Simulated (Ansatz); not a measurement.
# CuSi16: the cost of one run

All numbers below are computed with Ansatz 0.2.0 (DFT PBE, plane waves, PAW, scalar-relativistic, collinear spin).

## (1) The structure to begin with

The cell holds 17 atoms (CuSi16): a = 7.679 Å, b = 7.679 Å, c = 7.679 Å, α = 60.00°, β = 60.00°, γ = 60.00°.

Its coordinates follow in the input file.

## (2) Relaxing end A

input.yaml

```yaml
crystal:
  lattice:
    - [0.0, 5.43, 5.43]
    - [5.43, 0.0, 5.43]
    - [5.43, 5.43, 0.0]
  atoms:
    - { symbol: Si, position: [0.0, 0.0, 0.0] }
    - { symbol: Si, position: [0.125, 0.125, 0.125] }
    - { symbol: Si, position: [0.0, 0.0, 0.5] }
    - { symbol: Si, position: [0.125, 0.125, 0.625] }
    - { symbol: Si, position: [0.0, 0.5, 0.0] }
    - { symbol: Si, position: [0.125, 0.625, 0.125] }
    - { symbol: Si, position: [0.0, 0.5, 0.5] }
    - { symbol: Si, position: [0.125, 0.625, 0.625] }
    - { symbol: Si, position: [0.5, 0.0, 0.0] }
    - { symbol: Si, position: [0.625, 0.125, 0.125] }
    - { symbol: Si, position: [0.5, 0.0, 0.5] }
    - { symbol: Si, position: [0.625, 0.125, 0.625] }
    - { symbol: Si, position: [0.5, 0.5, 0.0] }
    - { symbol: Si, position: [0.625, 0.625, 0.125] }
    - { symbol: Si, position: [0.5, 0.5, 0.5] }
    - { symbol: Si, position: [0.625, 0.625, 0.625] }
    - { symbol: Cu, position: [0.8063891, 0.8193507, 0.5682853], spin: 1.0 }
magnetization:
  spin_polarized: true
basis:
  ecutwfc: 420.0
kpoints:
  mp_grid: { grid: [2, 2, 2] }
hamiltonian:
  xc: pbe
  pseudopotentials: { kind: paw, azcp: { folder: soft_1 } }
scf:
  occupations: { method: fermi_dirac, width: 0.05 }
  lower_state_search: "off"
relax:
  f_tol: 0.03
  max_steps: 60
  adjacent_minimum: "off"
```

The run is started by

```bash
$ ansatz run input.yaml --threads 2 --pin off --max-ram 5120MiB --backend cpu --events-out ev --progress --plain --runs-dir out
```

What time and memory should one allow on 2 threads of Arm Neoverse V2, shared host?

About 60 s, with a peak of 0.73 GiB.
